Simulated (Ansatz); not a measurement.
# C₂H₇BFNO: vertical ionisation energy

Aim: the vertical ionisation energy of C₂H₇BFNO, as cation minus neutral at the neutral's geometry, on several levels, and how well −ε(HOMO) stands in for it.

The runs use Ansatz 0.2.0, Gaussian basis; unrestricted cation, the program's frozen cores in correlated methods.

The runs, in order: UKS PBE-D4/def2-TZVPP; UKS r2SCAN-D4/def2-TZVPP; UKS PBE0-D4/def2-TZVPP; UKS B3LYP-D4/def2-TZVPP; UKS wB97X-V/def2-TZVPP; UKS wB97M-V/def2-TZVPP; UKS B2PLYP/def2-TZVPP; UHF-CCSD(T)/def2-TZVPP; UHF-MP2/def2-QZVPP; extrapolation to the limit; then −ε(HOMO) from the neutral's earlier runs with LDA (SPW92), PBE-D4, revPBE-D4, BLYP-D4, r2SCAN-D4, B97M-V, PBE0-D4, B3LYP-D4, r2SCANh-D4, r2SCAN0-D4, HSE06-D4, BHLYP-D4, CAM-B3LYP-D4, LC-ωPBE, ωB97X-V, ωB97M-V.

## Step 1: The relaxed structure

An earlier PBE0-D4 in a triple-zeta def2 set relaxation fixed the geometry.

13 atoms, charge 0, spin multiplicity 1.

Atoms are counted from 1 here; the program's logs count them from 0.

Bond lengths: C1–N2 1.444 Å, C1–H7 1.088 Å, C1–H8 1.097 Å, C1–H9 1.097 Å, N2–C3 1.438 Å, N2–B4 1.409 Å, C3–H10 1.097 Å, C3–H11 1.097 Å, C3–H12 1.091 Å, B4–O5 1.365 Å, B4–F6 1.340 Å, O5–H13 0.957 Å. Angles: N2–C1–H7 110.2°, N2–C1–H8 111.0°, N2–C1–H9 111.0°, H7–C1–H8 108.5°, H7–C1–H9 108.5°, H8–C1–H9 107.6°, C1–N2–C3 113.4°, C1–N2–B4 122.0°, C3–N2–B4 124.6°, N2–C3–H10 111.3°, N2–C3–H11 111.3°, N2–C3–H12 111.8°, H10–C3–H11 107.6°, H10–C3–H12 107.3°, H11–C3–H12 107.3°, N2–B4–O5 126.3°, N2–B4–F6 118.7°, O5–B4–F6 115.1° and more.

## Step 2: Cation, UKS PBE-D4/def2-TZVPP

File in.yaml:

```yaml
crystal:
  periodic: [false, false, false]
  atoms:
    - {symbol: C, position_ang: [-0.406931, -1.230668, 0.851415]}
    - {symbol: N, position_ang: [-0.097846, -0.058376, 0.067405]}
    - {symbol: C, position_ang: [1.259900, -0.028920, -0.404864]}
    - {symbol: B, position_ang: [-1.057217, 0.940471, -0.191808]}
    - {symbol: O, position_ang: [-0.861426, 2.078494, -0.919456]}
    - {symbol: F, position_ang: [-2.291597, 0.791424, 0.308681]}
    - {symbol: H, position_ang: [-1.443139, -1.199855, 1.181056]}
    - {symbol: H, position_ang: [0.237683, -1.292310, 1.736895]}
    - {symbol: H, position_ang: [-0.255655, -2.146010, 0.266017]}
    - {symbol: H, position_ang: [1.971896, -0.044087, 0.429774]}
    - {symbol: H, position_ang: [1.478568, -0.894404, -1.042820]}
    - {symbol: H, position_ang: [1.465734, 0.867915, -0.991421]}
    - {symbol: H, position_ang: [0.020528, 2.181526, -1.276076]}
basis:
  gaussian: {orbitals: def2-TZVPP}
total_charge: 1
magnetization: {spin_polarized: true, initial_magnetization: 1}
hamiltonian: {xc: pbe, dispersion: d4}
```

Started as:

```
$ ansatz run in.yaml --threads 2 --pin off --events-out ev --progress --plain --max-ram 32768MiB --backend cuda --devices 0, --max-vram 18GiB
```

The log of the run:

```text
Functional definition: PBE
  name "PBE"
  cite "Perdew, Burke & Ernzerhof, Phys. Rev. Lett. 77, 3865 (1996) doi:10.1103/PhysRevLett.77.3865"
  parent pbe
  parameter kappa = 0.804
  parameter beta = 0.06672455060314922
  exchange = pbe_x(kappa = kappa, mu = beta*pi^2/3)
  correlation = pbe_c(beta = beta)
1404 factors; their error is unknown
mean field evaluation 1: about -9085.3619 eV, gradient 7.7e1 eV
mean field evaluation 2: about -9043.6598 eV, gradient 1.2e2 eV
mean field evaluation 4: about -9106.1687 eV, gradient 1.1e1 eV
mean field evaluation 8: about -9106.6163 eV, gradient 3.2e-1 eV
mean field evaluation 16: about -9106.5848 eV, gradient 1.6e-3 eV
mean field -9106.58475922 eV, -334.6608172365 hartree, gradient 2.4e-5 eV, S^2 0.753091; 1 other end points of the search recorded, 0 dependent functions left out
reference -9106.58480037 eV, -334.6608187489 hartree; 24, 23 occupied and 260, 261 virtual orbitals, 1404 factors
Total energy: -9106.79647070 eV, -334.6685974898 hartree
```

Wall time 16 s (1 × H100 (card shared with other runs) with 2 threads of AMD EPYC 7R13, shared host); peak host memory 0.86 GiB.

Less the neutral's -9115.7293 eV (earlier run), this gives 8.933 eV. ⟨S²⟩ = 0.753.

## Step 3: Cation, UKS r2SCAN-D4/def2-TZVPP

Changes to in.yaml since step 2:

```diff
@@ -20,2 +20,2 @@
 magnetization: {spin_polarized: true, initial_magnetization: 1}
-hamiltonian: {xc: pbe, dispersion: d4}
+hamiltonian: {xc: r2scan, dispersion: d4}
```

Same command.

The log of the run:

```text
Functional definition: r2SCAN
  name "r2SCAN"
  cite "Furness, Kaplan, Ning, Perdew & Sun, J. Phys. Chem. Lett. 11, 8208 (2020) doi:10.1021/acs.jpclett.0c02405"
  cite "Furness, Kaplan, Ning, Perdew & Sun, J. Phys. Chem. Lett. 11, 9248 (2020) doi:10.1021/acs.jpclett.0c03077"
  parent r2scan
  parameter k0 = 0.174
  parameter k1 = 0.065
  parameter a1 = 4.9479
  exchange = r2scan_x(k0 = k0, k1 = k1, a1 = a1)
  correlation = r2scan_c
1404 factors; their error is unknown
mean field evaluation 1: about -9094.7766 eV, gradient 7.1e1 eV
mean field evaluation 2: about -9071.3313 eV, gradient 1.0e2 eV
mean field evaluation 4: about -9112.4700 eV, gradient 6.2e0 eV
mean field evaluation 8: about -9112.6354 eV, gradient 3.8e-1 eV
mean field evaluation 16: about -9112.6099 eV, gradient 6.7e-3 eV
mean field -9112.60992148 eV, -334.8822378656 hartree, gradient 3.5e-5 eV, S^2 0.757022; 0 other end points of the search recorded, 0 dependent functions left out
reference -9112.60993563 eV, -334.8822383857 hartree; 24, 23 occupied and 260, 261 virtual orbitals, 1404 factors
Total energy: -9112.66423100 eV, -334.8842337037 hartree
```

Wall time 14 s (1 × H100 (card shared with other runs) with 2 threads of AMD EPYC 7R13, shared host); peak host memory 0.92 GiB.

The neutral molecule at this level: -9121.6007 eV. Difference: 8.936 eV. ⟨S²⟩ = 0.757.

## Step 4: Cation, UKS PBE0-D4/def2-TZVPP

Changes to in.yaml since step 3:

```diff
@@ -20,2 +20,2 @@
 magnetization: {spin_polarized: true, initial_magnetization: 1}
-hamiltonian: {xc: r2scan, dispersion: d4}
+hamiltonian: {xc: pbe0, dispersion: d4}
```

Launched as before.

The log of the run:

```text
Functional definition: PBE0
  name "PBE0"
  cite "Adamo & Barone, J. Chem. Phys. 110, 6158 (1999) doi:10.1063/1.478522"
  cite "Perdew, Burke & Ernzerhof, Phys. Rev. Lett. 77, 3865 (1996) doi:10.1103/PhysRevLett.77.3865"
  parent pbe
  parameter a = 0.25
  parameter kappa = 0.804
  parameter beta = 0.06672455060314922
  exchange = (1 - a)*pbe_x(kappa = kappa, mu = beta*pi^2/3) + a*exact_x
  correlation = pbe_c(beta = beta)
1404 factors; their error is unknown
mean field evaluation 1: about -9092.7988 eV, gradient 6.4e1 eV
mean field evaluation 2: about -9082.9802 eV, gradient 8.2e1 eV
mean field evaluation 4: about -9106.9903 eV, gradient 4.3e0 eV
mean field evaluation 8: about -9107.0607 eV, gradient 2.3e-1 eV
mean field evaluation 16: about -9107.0732 eV, gradient 1.1e-3 eV
mean field -9107.07324291 eV, -334.6787686810 hartree, gradient 3.4e-5 eV, S^2 0.755935; 0 other end points of the search recorded, 0 dependent functions left out
reference -9107.07327324 eV, -334.6787697957 hartree; 24, 23 occupied and 260, 261 virtual orbitals, 1404 factors
Total energy: -9107.25027012 eV, -334.6852743108 hartree
```

It took 17 s on 1 × H100 (card shared with other runs) with 2 threads of AMD EPYC 7R13, shared host; peak host memory 0.87 GiB.

The neutral molecule at this level: -9116.3698 eV. Difference: 9.120 eV. ⟨S²⟩ = 0.756.

## Step 5: Cation, UKS B3LYP-D4/def2-TZVPP

Changes to in.yaml since step 4:

```diff
@@ -20,2 +20,2 @@
 magnetization: {spin_polarized: true, initial_magnetization: 1}
-hamiltonian: {xc: pbe0, dispersion: d4}
+hamiltonian: {xc: {name: B3LYP}, dispersion: d4}
```

Launched as before.

The log of the run, shortened:

```text
Functional definition: B3LYP
  name "B3LYP"
  cite "Stephens, Devlin, Chabalowski & Frisch, J. Phys. Chem. 98, 11623 (1994) doi:10.1021/j100096a001"
  cite "Becke, Phys. Rev. A 38, 3098 (1988) doi:10.1103/PhysRevA.38.3098"
  cite "Lee, Yang & Parr, Phys. Rev. B 37, 785 (1988) doi:10.1103/PhysRevB.37.785"
  cite "Vosko, Wilk & Nusair, Can. J. Phys. 58, 1200 (1980) doi:10.1139/p80-159"
[...]
1404 factors; their error is unknown
[...]
mean field -9117.46717506 eV, -335.0607386421 hartree, gradient 2.2e-5 eV, S^2 0.755205; 0 other end points of the search recorded, 0 dependent functions left out
reference -9117.46742773 eV, -335.0607479278 hartree; 24, 23 occupied and 260, 261 virtual orbitals, 1404 factors
Total energy: -9117.80422449 eV, -335.0731249802 hartree
```

It took 14 s on 1 × H100 (card shared with other runs) with 2 threads of AMD EPYC 7R13, shared host; peak host memory 0.88 GiB.

Less the neutral's -9126.9962 eV (earlier run), this gives 9.192 eV. ⟨S²⟩ = 0.755.

## Step 6: Cation, UKS wB97X-V/def2-TZVPP

Changes to in.yaml since step 5:

```diff
@@ -20,2 +20,2 @@
 magnetization: {spin_polarized: true, initial_magnetization: 1}
-hamiltonian: {xc: {name: B3LYP}, dispersion: d4}
+hamiltonian: {xc: {name: wB97X-V}}
```

Launched as before.

The log of the run, shortened:

```text
Functional definition: wB97X-V
  name "wB97X-V"
  cite "Mardirossian & Head-Gordon, Phys. Chem. Chem. Phys. 16, 9904 (2014) doi:10.1039/C3CP54374A"
  cite "Becke, J. Chem. Phys. 107, 8554 (1997) doi:10.1063/1.475007"
  cite "Vydrov & Van Voorhis, J. Chem. Phys. 133, 244103 (2010) doi:10.1063/1.3521275"
[...]
      + integral(e_c_pw_opposite_spin*poly(b97_u_opposite, cos0, cos1)) + vv10(b, c)
1404 factors; their error is unknown
355 factors; integrals over basis functions are off by at most 7.9e-6 eV
[...]
mean field -9114.20945546 eV, -334.9410196553 hartree, gradient 8.5e-5 eV, S^2 0.755189; 0 other end points of the search recorded, 0 dependent functions left out
reference -9114.20945348 eV, -334.9410195822 hartree; 24, 23 occupied and 260, 261 virtual orbitals, 1404 factors
Total energy: -9114.20945348 eV, -334.9410195822 hartree
```

Wall time 18 s (1 × H100 (card shared with other runs) with 2 threads of AMD EPYC 7R13, shared host); peak host memory 0.98 GiB.

Less the neutral's -9123.4430 eV (earlier run), this gives 9.234 eV. ⟨S²⟩ = 0.755.

## Step 7: Cation, UKS wB97M-V/def2-TZVPP

Changes to in.yaml since step 6:

```diff
@@ -20,2 +20,2 @@
 magnetization: {spin_polarized: true, initial_magnetization: 1}
-hamiltonian: {xc: {name: wB97X-V}}
+hamiltonian: {xc: {name: wB97M-V}}
```

Same command.

The log of the run, shortened:

```text
Functional definition: wB97M-V
  name "wB97M-V"
  cite "Mardirossian & Head-Gordon, J. Chem. Phys. 144, 214110 (2016) doi:10.1063/1.4952647"
  cite "Becke, J. Chem. Phys. 107, 8554 (1997) doi:10.1063/1.475007"
  cite "Vydrov & Van Voorhis, J. Chem. Phys. 133, 244103 (2010) doi:10.1063/1.3521275"
  # Of w^i u^j: cxij and so on, Table III.
[...]
  gx(w, u) = 1 - cx + cx01*u + cx10*w
  gss(w, u) = css00 + css04*u^4 + css10*w + css20*w^2 + css43*w^4*u^3
  gos(w, u) = cos00 + cos10*w + (cos20 + cos21*u)*w^2 + (cos60 + cos61*u)*w^6
[...]
      + integral(e_c_pw_mod_opposite_spin*gos(b97_w_opposite, b97_u_opposite)) + vv10(b, c)
1404 factors; their error is unknown
355 factors; integrals over basis functions are off by at most 7.9e-6 eV
[...]
mean field -9113.75056848 eV, -334.9241558695 hartree, gradient 7.6e-5 eV, S^2 0.754565; 0 other end points of the search recorded, 0 dependent functions left out
reference -9113.75061845 eV, -334.9241577061 hartree; 24, 23 occupied and 260, 261 virtual orbitals, 1404 factors
Total energy: -9113.75061845 eV, -334.9241577061 hartree
```

It took 19 s on 1 × H100 (card shared with other runs) with 2 threads of AMD EPYC 7R13, shared host; peak host memory 1.1 GiB.

Less the neutral's -9122.9797 eV (earlier run), this gives 9.229 eV. ⟨S²⟩ = 0.755.

## Step 8: Cation, UKS B2PLYP (frozen core)/def2-TZVPP

Changes to in.yaml since step 7:

```diff
@@ -20,2 +20,2 @@
 magnetization: {spin_polarized: true, initial_magnetization: 1}
-hamiltonian: {xc: {name: wB97M-V}}
+hamiltonian: {xc: {name: B2PLYP}}
```

The command is unchanged.

The log of the run, shortened:

```text
Functional definition: B2PLYP
  name "B2PLYP"
  cite "Grimme, J. Chem. Phys. 124, 034108 (2006) doi:10.1063/1.2148954"
  cite "Becke, Phys. Rev. A 38, 3098 (1988) doi:10.1103/PhysRevA.38.3098"
  cite "Lee, Yang & Parr, Phys. Rev. B 37, 785 (1988) doi:10.1103/PhysRevB.37.785"
[...]
1722 factors; integrals over basis functions are off by at most 9.8e-4 eV
[...]
mean field -9100.78454014 eV, -334.4476631167 hartree, gradient 4.6e-6 eV, S^2 0.758929; 0 other end points of the search recorded, 0 dependent functions left out
6 core orbitals not correlated: weight in the atoms' cores, before any rotation towards them, 1.000 or more for the frozen orbitals, at most 0.000 for the correlated occupied ones
reference -9100.78469867 eV, -334.4476689426 hartree; 18, 17 occupied and 260, 261 virtual orbitals, 1722 factors
second order -35.97914035 eV of doubles, -0.00000000 eV of singles
Total energy: -9110.49906656 eV, -334.8046653781 hartree
```

It took 18 s on 1 × H100 (card shared with other runs) with 2 threads of AMD EPYC 7R13, shared host; peak host memory 1.3 GiB.

Less the neutral's -9119.6994 eV (earlier run), this gives 9.200 eV. ⟨S²⟩ = 0.759.

## Step 9: Cation, UHF-CCSD(T)/def2-TZVPP

Changes to in.yaml since step 8:

```diff
@@ -20,2 +20,3 @@
 magnetization: {spin_polarized: true, initial_magnetization: 1}
-hamiltonian: {xc: {name: B2PLYP}}
+correlation: {method: ccsd_t}
+scf: {omitted_lower_state_checks: [cluster_reference]}
```

Launched as before.

The log of the run, shortened:

```text
Functional definition: HF
  name "HF"
  cite "Fock, Z. Phys. 61, 126 (1930) doi:10.1007/BF01340294"
  parent pbe
[...]
1722 factors; integrals over basis functions are off by at most 9.8e-4 eV
[...]
mean field -9067.97031862 eV, -333.2417627184 hartree, gradient 2.1e-6 eV, S^2 0.764619; 0 other end points of the search recorded, 0 dependent functions left out
6 core orbitals not correlated: weight in the atoms' cores, before any rotation towards them, 1.000 or more for the frozen orbitals, at most 0.000 for the correlated occupied ones
reference -9067.97031862 eV, -333.2417627184 hartree; 18, 17 occupied and 260, 261 virtual orbitals, 1722 factors
second order -29.75121520 eV of doubles, -0.00000000 eV of singles
cycle   1  -30.09568717 eV  change   -3.4e-1 eV  update   1.2e-1
[...]
cycle  13  -30.96137410 eV  change   -1.0e-5 eV  update   1.1e-5
perturbative correction -1.11948441 eV, -0.0411402932 hartree
Total energy: -9100.05117713 eV, -334.4207125233 hartree
Checks for a lower state left out: cluster_reference
```

It took 44 s on 1 × H100 (card shared with other runs) with 2 threads of AMD EPYC 7R13, shared host; peak host memory 0.84 GiB.

Less the neutral's -9109.3549 eV (earlier run), this gives 9.304 eV. ⟨S²⟩ = 0.765. T1 = 0.019 (report).

## Step 10: Cation, UHF-MP2/def2-QZVPP

Changes to in.yaml since step 9:

```diff
@@ -17,6 +17,6 @@
 basis:
-  gaussian: {orbitals: def2-TZVPP}
+  gaussian: {orbitals: "def2-QZVPP.json"}
 total_charge: 1
 magnetization: {spin_polarized: true, initial_magnetization: 1}
-correlation: {method: ccsd_t}
+correlation: {method: mp2}
 scf: {omitted_lower_state_checks: [cluster_reference]}
```

Same command.

The log of the run:

```text
Functional definition: HF
  name "HF"
  cite "Fock, Z. Phys. 61, 126 (1930) doi:10.1007/BF01340294"
  parent pbe
  exchange = exact_x
  correlation = 0
these checks for a lower state are left out or cut short: cluster_reference
3339 factors; integrals over basis functions are off by at most 8.6e-4 eV
mean field evaluation 1: about -9060.4799 eV, gradient 4.3e1 eV
mean field evaluation 2: about -9060.4813 eV, gradient 4.3e1 eV
mean field evaluation 4: about -9068.1107 eV, gradient 4.4e0 eV
mean field evaluation 8: about -9068.3965 eV, gradient 1.3e-1 eV
mean field -9068.39664649 eV, -333.2574299783 hartree, gradient 2.0e-6 eV, S^2 0.764672; 0 other end points of the search recorded, 0 dependent functions left out
6 core orbitals not correlated: weight in the atoms' cores, before any rotation towards them, 1.000 or more for the frozen orbitals, at most 0.000 for the correlated occupied ones
reference -9068.39664649 eV, -333.2574299783 hartree; 18, 17 occupied and 528, 529 virtual orbitals, 3339 factors
second order -32.03844075 eV of doubles, -0.00000000 eV of singles
Total energy: -9100.43508724 eV, -334.4348209595 hartree
Checks for a lower state left out: cluster_reference
```

It took 16 s on 1 × H100 (card shared with other runs) with 2 threads of AMD EPYC 7R13, shared host; peak host memory 1.2 GiB.

Less the neutral's -9110.0590 eV (earlier run), this gives 9.624 eV. ⟨S²⟩ = 0.765.

## Step 11: From triple and quadruple zeta to the limit

No new run: Hartree-Fock is extrapolated as exp(−7.88√X) and correlation as X^−2.97, with X = 3 and 4; only MP2 was run in the larger set, so CCSD(T) minus MP2 is added from the smaller one.

| level | energy at the limit (eV) |
| --- | --- |
| HF | -9068.4554 |
| MP2 | -9102.1880 |
| CCSD | -9103.3982 |
| CCSD(T) | -9104.5177 |

The neutral's limit, from its own earlier runs, is -9113.9727 eV in the additive form (MP2 limit plus CCSD(T) minus MP2 in triple zeta), in which the cation has -9104.5177 eV.

## Step 12: The ladder

Differences are taken before rounding.

| method | ionisation energy (eV) | from CCSD(T)/CBS (eV) | time |
| --- | --- | --- | --- |
| PBE-D4 | 8.93 | -0.52 | 28 s |
| r2SCAN-D4 | 8.94 | -0.52 | 29 s |
| PBE0-D4 | 9.12 | -0.34 | 31 s |
| B3LYP-D4 | 9.19 | -0.26 | 32 s |
| ωB97X-V | 9.23 | -0.22 | 33 s |
| ωB97M-V | 9.23 | -0.23 | 33 s |
| B2PLYP | 9.20 | -0.25 | 34 s |
| HF/def2-TZVPP | 8.20 | -1.26 |  |
| MP2/def2-TZVPP | 9.54 | +0.08 |  |
| CCSD/def2-TZVPP | 9.27 | -0.19 |  |
| CCSD(T)/def2-TZVPP | 9.30 | -0.15 | 59 s |
| CCSD(T)/CBS | 9.46 | 0 | 91 s |

Among the levels timed on like hardware and quicker than the yardstick, those that no quicker one beats, quickest first: PBE-D4 (28 s, -0.52 eV); r2SCAN-D4 (29 s, -0.52 eV); PBE0-D4 (31 s, -0.34 eV); B3LYP-D4 (32 s, -0.26 eV); ωB97M-V (33 s, -0.23 eV); ωB97X-V (33 s, -0.22 eV); CCSD(T)/def2-TZVPP (59 s, -0.15 eV).

Times add the cation's run and the neutral's; HF, MP2 and CCSD come out of the CCSD(T) runs.

Orbital estimates, from the neutral's runs:

| functional | −ε(HOMO) (eV) | by energy difference (eV) |
| --- | --- | --- |
| LDA (SPW92) | 5.79 |  |
| PBE-D4 | 5.65 | 8.93 |
| revPBE-D4 | 5.59 |  |
| BLYP-D4 | 5.55 |  |
| r2SCAN-D4 | 5.90 | 8.94 |
| B97M-V | 6.03 |  |
| PBE0-D4 | 7.01 | 9.12 |
| B3LYP-D4 | 6.81 | 9.19 |
| r2SCANh-D4 | 6.42 |  |
| r2SCAN0-D4 | 7.19 |  |
| HSE06-D4 | 6.61 |  |
| BHLYP-D4 | 8.32 |  |
| CAM-B3LYP-D4 | 8.42 |  |
| LC-ωPBE | 9.75 |  |
| ωB97X-V | 9.41 | 9.23 |
| ωB97M-V | 9.32 | 9.23 |

## Step 13: Summary of results

| quantity | value |
| --- | --- |
| ionisation energy, CCSD(T)/CBS | 9.46 eV |
| nearest functional by difference | ωB97X-V (-0.22 eV) |
| nearest −ε(HOMO) | ωB97X-V (-0.05 eV) |
| −ε(HOMO) of PBE | 5.65 eV |
| T1 of the cation | 0.019 |

In words: By cation minus neutral, the functionals miss by 0.52 eV at most. −ε(HOMO) of PBE misses by 3.8 eV, since self-interaction lifts the level. Among orbital estimates ωB97X-V comes nearest. Hartree-Fock falls 1.26 eV short, as the neutral has more correlation energy than the cation.

CCSD(T)/def2-TZVPP reaches 0.15 eV from the reference in 59 s, where CCSD(T)/CBS took 91 s; of the levels timed on like hardware the quickest, PBE-D4, takes 28 s and misses by 0.52 eV.
